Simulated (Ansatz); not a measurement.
Crystal: Ge3Pd.

```
CELL_PARAMETERS angstrom
4.14202 0.00000 0.00000
0.00000 4.14202 0.00000
0.00000 0.00000 4.14202
ATOMIC_POSITIONS crystal
Pd 0.00000 0.00000 0.00000
Ge 0.50000 0.50000 0.00000
Ge 0.50000 0.00000 0.50000
Ge 0.00000 0.50000 0.50000
```

The cell comes from a database or a generator and needn't be the stable form of this composition.

Base run:

- Program: Ansatz 0.2.0
- Functional: PBEsol
- Potentials or basis: Ansatz PAW
- Cutoff: 420 eV
- Density cutoff: 1680 eV
- k mesh: 7 × 7 × 7
- Occupations: fermi-dirac, width 0.05 eV
- Spin: no spin polarisation
- Hubbard terms: Pd d U = 5 eV

Its results: band gap on the k mesh none (metal or under the smearing width); pressure -3.7 GPa.

Problem. After a change of settings the same cell gave: band gap on the k mesh none (metal or under the smearing width); pressure -4.4 GPa. Which change was it?
A. functional from PBEsol to r2SCAN; cutoff from 420 eV to 500 eV; density cutoff from 1680 eV to 2000 eV; hubbard terms from Pd d U = 5 eV to none; hubbard projectors from ortho-atomic (the default) to none
B. hubbard terms from Pd d U = 5 eV to Pd d U = 6 eV
C. hubbard terms from Pd d U = 5 eV to Pd d U = 2 eV
D. functional from PBEsol to LDA; hubbard terms from Pd d U = 5 eV to none; hubbard projectors from ortho-atomic (the default) to none

Solution. C.

Caveats: U without spin polarisation on a metal has little footing; the PAW data sets come from PBE, with cores solved anew for the run's functional, which leaves a small shift of forces and pressure; the U is typed as a test and isn't derived for this compound.

Not every run made on this cell is shown here.
